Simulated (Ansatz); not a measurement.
The system is Cu2BrCl.

```
Br Cu Cl
1.0
     1.85551    1.07128    6.04751
    -1.85551    1.07128    6.04751
     0.00000   -2.14256    6.04751
Br Cu Cl
1 2 1
Direct
  0.00000 0.00000 0.00000
  0.75160 0.75160 0.75160
  0.24840 0.24840 0.24840
  0.50000 0.50000 0.50000
```

The cell comes from a database or a generator and needn't be the stable form of this composition.

Base run:

- Program: Ansatz 0.2.0
- Functional: PBE
- Potentials or basis: Ansatz PAW
- Cutoff: 420 eV
- Density cutoff: 1680 eV
- k mesh: 8 × 8 × 8
- Occupations: fermi-dirac, width 0.05 eV
- Spin: no spin polarisation
- Hubbard terms: Cu d U = 5 eV

Its results: band gap on the k mesh 1.43 eV, direct; pressure 2.5 GPa; largest force 0.127 eV/Å.

Question: After a change of settings the same cell gave: band gap on the k mesh 0.75 eV, direct; pressure 1.7 GPa; largest force 0.118 eV/Å. Which change was it?
A. hubbard terms from Cu d U = 5 eV to Cu d U = 2 eV
B. hubbard terms from Cu d U = 5 eV to none; hubbard projectors from ortho-atomic (the default) to none
C. hubbard terms from Cu d U = 5 eV to Cu d U = 6 eV

Answer: A.

Caveats: the density of states is complete only up to the lowest level of the last band computed.

Not every run made on this cell is shown here.
